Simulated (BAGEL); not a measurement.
# PBE0/cc-pVDZ (density fitting with qzvpp-jkfit) run of SiH4S2O (SMILES O[SiH2]SS)

What is the energy change on altering one bond length of SiH4S2O at PBE0/cc-pVDZ (density fitting with qzvpp-jkfit)? 

The calculation is run with BAGEL 1.2.2.

1 further run of the same task is left out (set aside as unsound or not needed).

## 1. The structure to begin with

The species is SiH4S2O (8 atoms), meant as a singlet with charge 0. SMILES: `O[SiH2]SS`. The shape is that of a PBE0-D4/def2-TZVP optimisation. This is one conformer, not always the lowest.

Bond lengths: O1–Si2 1.637 Å, Si2–S3 2.146 Å, S3–S4 2.068 Å, O1–H5 0.960 Å, Si2–H6 1.484 Å, Si2–H7 1.480 Å, S4–H8 1.347 Å. Angles: O1–Si2–S3 112.9°, Si2–S3–S4 95.0°, O1–Si2–H6 111.0°, O1–Si2–H7 107.0°, S3–Si2–H6 106.9°, S3–Si2–H7 106.6°, Si2–O1–H5 116.1°, S3–S4–H8 98.4°, H6–Si2–H7 112.3°.

## 2. The energy at PBE0/cc-pVDZ (density fitting with qzvpp-jkfit)

File calc.json:

```json
{ "bagel" : [

{
  "title" : "molecule",
  "basis" : "cc-pvdz.json",
  "df_basis" : "qzvpp-jkfit",
  "angstrom" : true,
  "geometry" : [
    { "atom" : "O", "xyz" : [    0.267700,    1.142800,   -1.342000 ] },
    { "atom" : "Si", "xyz" : [    0.928500,    0.284000,   -0.115400 ] },
    { "atom" : "S", "xyz" : [    0.155000,   -1.713700,    0.018200 ] },
    { "atom" : "S", "xyz" : [   -1.811500,   -1.128300,    0.276200 ] },
    { "atom" : "H", "xyz" : [   -0.681500,    1.279900,   -1.299000 ] },
    { "atom" : "H", "xyz" : [    0.669200,    0.936800,    1.192300 ] },
    { "atom" : "H", "xyz" : [    2.374700,    0.159000,   -0.404700 ] },
    { "atom" : "H", "xyz" : [   -1.810000,   -1.017500,    1.618400 ] }
  ]
},
{
  "title" : "ks",
  "xc_func" : "pbe0"
},
{
  "title" : "print",
  "file" : "orbitals.molden",
  "orbitals" : true
}

]}
```

The basis set cc-pVDZ is read from a file made from the Basis Set Exchange's data (not shown).

The run is started by

```sh
$ BAGEL_NUM_THREADS=1 BAGEL calc.json > calc.out
```

The program printed:

```text
* using 1 threads per process

  ===============================================================
  ===============================================================

  *** Geometry ***

  { "atom" : "O", "xyz" : [      0.505880,      2.159579,     -2.536012 ] },
  { "atom" : "Si", "xyz" : [      1.754611,      0.536682,     -0.218074 ] },
  { "atom" : "S", "xyz" : [      0.292908,     -3.238424,      0.034393 ] },
  { "atom" : "S", "xyz" : [     -3.423239,     -2.132178,      0.521942 ] },
  { "atom" : "H", "xyz" : [     -1.287848,      2.418660,     -2.454754 ] },
  { "atom" : "H", "xyz" : [      1.264605,      1.770295,      2.253120 ] },
  { "atom" : "H", "xyz" : [      4.487533,      0.300466,     -0.764772 ] },
  { "atom" : "H", "xyz" : [     -3.420404,     -1.922796,      3.058333 ] },

  Number of auxiliary basis functions:      533

  Since a DF basis is specified, we compute 2- and 3-index integrals:
    o Being stored without compression. Storage requirement is 0.033 GB

  Number of basis functions:       88
  Number of electrons      :       58

    * METHOD: MOLECULE                             0.25

  *** Kohn-Sham DFT ***

    * Removing 14855 points whose weight is below 1.00e-10
    * Grid points: 104393

  === Nuclear Repulsion ===
   286.0654600861

       - DIIS with orbital gradients will be used.

  === KS iteration (pbe0 / cc-pvdz.json) ===
      0      -1140.36824464          0.09708037           0.40
      1      -1132.48435444          0.11265967           0.38
      2      -1105.47416424          0.09872000           0.38
      3      -1114.70021153          0.15824817           0.38
      4      -1152.01939583          0.08637678           0.38
      5      -1162.35561433          0.02841658           0.38
      6      -1162.79781237          0.01700253           0.38
      7      -1163.00553152          0.00920733           0.38
      8      -1163.07897510          0.00317351           0.38
      9      -1163.08622748          0.00115007           0.38
     10      -1163.08716230          0.00020092           0.38
     11      -1163.08719290          0.00006509           0.38
     12      -1163.08719556          0.00001296           0.38
     13      -1163.08719568          0.00000487           0.38
     14      -1163.08719569          0.00000220           0.39
     15      -1163.08719569          0.00000059           0.38
     16      -1163.08719569          0.00000015           0.38
     17      -1163.08719569          0.00000004           0.38
     18      -1163.08719569          0.00000003           0.38
     19      -1163.08719569          0.00000001           0.38
    * SCF iteration converged.

    * Permanent dipole moment:
           (    0.348113,    -0.379861,    -0.535980) a.u.

    * METHOD: KS                                   8.15

    * METHOD: PRINT                                0.01

  ===============================================================
```

Run time: 8.7 s. Hardware: 1 thread of Arm Neoverse V2, shared host; peak memory 0.47 GiB.

## 3. The distorted shape at the same level

File input.json:

```json
{ "bagel" : [

{
  "title" : "molecule",
  "basis" : "cc-pvdz.json",
  "df_basis" : "qzvpp-jkfit",
  "angstrom" : true,
  "geometry" : [
    { "atom" : "O", "xyz" : [       0.069457,       1.400444,      -1.709986 ] },
    { "atom" : "Si", "xyz" : [       0.928500,       0.284000,      -0.115400 ] },
    { "atom" : "S", "xyz" : [       0.155000,      -1.713700,       0.018200 ] },
    { "atom" : "S", "xyz" : [      -1.811500,      -1.128300,       0.276200 ] },
    { "atom" : "H", "xyz" : [      -0.879743,       1.537544,      -1.666986 ] },
    { "atom" : "H", "xyz" : [       0.669200,       0.936800,       1.192300 ] },
    { "atom" : "H", "xyz" : [       2.374700,       0.159000,      -0.404700 ] },
    { "atom" : "H", "xyz" : [      -1.810000,      -1.017500,       1.618400 ] }
  ]
},

{
  "title" : "ks",
  "xc_func" : "pbe0"
},

{
  "title" : "print",
  "file" : "orbitals.molden",
  "orbitals" : true
}

]}
```

The basis set cc-pVDZ is read from a file made from the Basis Set Exchange's data (not shown).

The run is started by

```sh
$ BAGEL_NUM_THREADS=1 BAGEL input.json > input.out
```

The program printed:

```text
* using 1 threads per process

  ===============================================================
  ===============================================================

  *** Geometry ***

  { "atom" : "O", "xyz" : [      0.131255,      2.646456,     -3.231405 ] },
  { "atom" : "Si", "xyz" : [      1.754611,      0.536682,     -0.218074 ] },
  { "atom" : "S", "xyz" : [      0.292908,     -3.238424,      0.034393 ] },
  { "atom" : "S", "xyz" : [     -3.423239,     -2.132178,      0.521942 ] },
  { "atom" : "H", "xyz" : [     -1.662473,      2.905537,     -3.150147 ] },
  { "atom" : "H", "xyz" : [      1.264605,      1.770295,      2.253120 ] },
  { "atom" : "H", "xyz" : [      4.487533,      0.300466,     -0.764772 ] },
  { "atom" : "H", "xyz" : [     -3.420404,     -1.922796,      3.058333 ] },

  Number of auxiliary basis functions:      533

  Since a DF basis is specified, we compute 2- and 3-index integrals:
    o Being stored without compression. Storage requirement is 0.033 GB

  Number of basis functions:       88
  Number of electrons      :       58

    * METHOD: MOLECULE                             0.25

  *** Kohn-Sham DFT ***

    * Removing 14189 points whose weight is below 1.00e-10
    * Grid points: 105059

  === Nuclear Repulsion ===
   272.3204716964

       - DIIS with orbital gradients will be used.

  === KS iteration (pbe0 / cc-pvdz.json) ===
      0      -1131.17855280          0.09236187           0.40
      1      -1091.17720463          0.14103207           0.39
      2      -1109.63356640          0.08130444           0.38
      3      -1120.41648569          0.10281222           0.38
      4      -1152.49345943          0.09612952           0.38
      5      -1148.33962179          0.10197512           0.38
      6      -1150.19827356          0.09889331           0.38
      7      -1140.31165680          0.10423865           0.37
      8      -1109.64525882          0.09732848           0.38
      9      -1141.88540428          0.10949776           0.39
     10      -1148.69724498          0.10089332           0.38
     11      -1148.16326068          0.10228861           0.38
     12      -1149.76607010          0.10065681           0.38
     13      -1142.15724103          0.10477737           0.38
     14      -1104.23683530          0.10544376           0.39
     15      -1147.66540753          0.09066311           0.39
     16      -1156.25615325          0.06768172           0.39
     17      -1157.83567437          0.07122135           0.39
     18      -1156.21901523          0.07393571           0.38
     19      -1150.59304918          0.09998816           0.38
     20      -1105.00668097          0.11823315           0.38
     21      -1160.46438725          0.04512930           0.38
     22      -1162.71269475          0.01798794           0.37
     23      -1162.77791495          0.01723660           0.38
     24      -1162.98373405          0.00748437           0.38
     25      -1163.02585913          0.00213742           0.38
     26      -1163.02905338          0.00083268           0.38
     27      -1163.02966006          0.00013751           0.38
     28      -1163.02967730          0.00005434           0.38
     29      -1163.02967921          0.00001882           0.38
     30      -1163.02967946          0.00000704           0.38
     31      -1163.02967950          0.00000331           0.38
     32      -1163.02967950          0.00000161           0.38
     33      -1163.02967951          0.00000045           0.38
     34      -1163.02967951          0.00000012           0.39
     35      -1163.02967951          0.00000005           0.39
     36      -1163.02967951          0.00000003           0.38
     37      -1163.02967951          0.00000002           0.39
     38      -1163.02967951          0.00000000           0.39
    * SCF iteration converged.

    * Permanent dipole moment:
           (    0.162296,     0.064999,    -1.043806) a.u.

    * METHOD: KS                                  15.43

    * METHOD: PRINT                                0.01

  ===============================================================
```

Wall time 16 s (1 thread of Arm Neoverse V2, shared host); peak memory 0.47 GiB.

## 4. Results

Level: PBE0/cc-pVDZ (density fitting with qzvpp-jkfit).

| quantity | value |
| --- | --- |
| first shape: total energy | -1163.08720 Eh |
| first shape: dipole moment | 1.89 D |
| first shape: HOMO energy | -7.33 eV |
| first shape: LUMO energy | -1.10 eV |
| first shape: HOMO–LUMO gap | 6.23 eV |
| distorted shape: total energy | -1163.02968 Eh |
| distorted shape: dipole moment | 2.69 D |
| distorted shape: HOMO energy | -7.47 eV |
| distorted shape: LUMO energy | -1.51 eV |
| distorted shape: HOMO–LUMO gap | 5.96 eV |
| energy change with the O1–Si2 bond stretched from 1.637 to 2.128 Å | 1.565 eV |

In words: With the O1–Si2 bond stretched from 1.637 to 2.128 Å the energy rises by 1.57 eV (36 kcal/mol). The first shape isn't relaxed at this level, so the change isn't measured from a minimum.
